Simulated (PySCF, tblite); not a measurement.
# C₈H₁₇P: geometry, infrared bands and NMR shifts

Wanted: the infrared bands and NMR shifts of C₈H₁₇P (`C[C@@H]1[C@@H](C(C)(C)C)P1C`), by calculation.

Computed with tblite 0.8.0 and PySCF 2.14.0, with density-fitted response routines of our own, on a single molecule in the gas phase. Atoms count from 0, in the outputs and in this text.

## Step 1: The starting structure

26 atoms, charge 0, multiplicity 1; geometry from: force field or distance geometry start.

Bonds of the start (Å): C0–C1 1.50, C1–C2 1.48, C2–C3 1.53, C3–C4 1.55, C3–C5 1.54, C3–C6 1.54, C2–P7 1.85, P7–C8 1.83, P7–C1 1.83, C0–H9 1.09, C0–H10 1.09, C0–H11 1.10, C1–H12 1.10, C2–H13 1.09, C4–H14 1.10, C4–H15 1.10, C4–H16 1.09, C5–H17 1.09, C5–H18 1.10, C5–H19 1.10, C6–H20 1.10, C6–H21 1.09, C6–H22 1.11, C8–H23 1.09, C8–H24 1.09, C8–H25 1.09.

## Step 2: Relaxing the molecule with GFN2-xTB

The job: settings as JSON, then the geometry in Å.

```
{"job": {"kind": "relax", "xc": "GFN2-xTB", "basis": "xTB"}, "charge": 0, "multiplicity": 1}
C      1.985800    -1.746000     0.440300
C      1.037000    -0.652900     0.828500
C      0.224100     0.043200    -0.197300
C     -1.289200     0.248900    -0.054600
C     -1.986000    -1.080700    -0.430600
C     -1.760600     0.622700     1.368300
C     -1.753300     1.345900    -1.024900
P      1.450900     1.121500     0.661700
C      2.817100     1.108300    -0.561500
H      2.344400    -1.638800    -0.578700
H      2.832600    -1.782200     1.118100
H      1.461200    -2.712800     0.502000
H      0.584700    -0.895000     1.804000
H      0.458000    -0.165400    -1.243000
H     -1.722900    -1.371600    -1.456100
H     -3.078300    -0.985200    -0.377100
H     -1.685000    -1.891500     0.233500
H     -2.847100     0.731500     1.405000
H     -1.491600    -0.137700     2.114800
H     -1.320100     1.575800     1.708200
H     -2.844700     1.480300    -0.981300
H     -1.481900     1.103100    -2.053400
H     -1.286600     2.314800    -0.767000
H      3.246300     2.105400    -0.611200
H      3.611800     0.428100    -0.267300
H      2.472400     0.853000    -1.567000
```

Run with:

```sh
OMP_NUM_THREADS=1 python probes_run.py task.json out
```

The driver reads the jobs from task.json and runs them one after another.

**Question.** This job is followed by: GFN2-xTB harmonic vibrations, gas phase; GIAO PBE0/pcSseg-1 NMR shielding, non-relativistic, gas phase. What will the session give for the following? strongest single infrared mode (GFN2-xTB); zero-point energy (GFN2-xTB); ¹³C shifts against TMS (PBE0/pcSseg-1, means over atoms taken as alike); ¹H shifts against TMS (PBE0/pcSseg-1, means over atoms taken as alike); ³¹P shifts against H3PO4 (PBE0/pcSseg-1).

**Answer**, as computed:

| quantity | value |
| --- | --- |
| strongest single infrared mode (GFN2-xTB) | 3036 cm⁻¹, 66 km/mol |
| zero-point energy (GFN2-xTB) | 144.0 kcal/mol |
| ¹³C shifts against TMS (PBE0/pcSseg-1, means over atoms taken as alike) | 56.1, 33.5, 30.8, 21.0, 17.5, 9.5 ppm |
| ¹H shifts against TMS (PBE0/pcSseg-1, means over atoms taken as alike) | 1.44, 1.12, 0.92, 0.71, 0.67 ppm |
| ³¹P shifts against H3PO4 (PBE0/pcSseg-1) | -234.0 ppm |

The optimisation took 84 steps and gained 0.130 eV; among the close pairs (by a distance rule), C1–P7 changed most, from 1.830 to 1.861 Å. No mode is imaginary among the 72: a minimum at this level. GFN2-xTB is a fitted tight-binding method: band positions and strengths are rough. Its intensities can rank the bands wrongly. At PBE0/pcSseg-1: Shielding is most anisotropic at P7 (span 552 ppm, paramagnetic term -417 ppm).
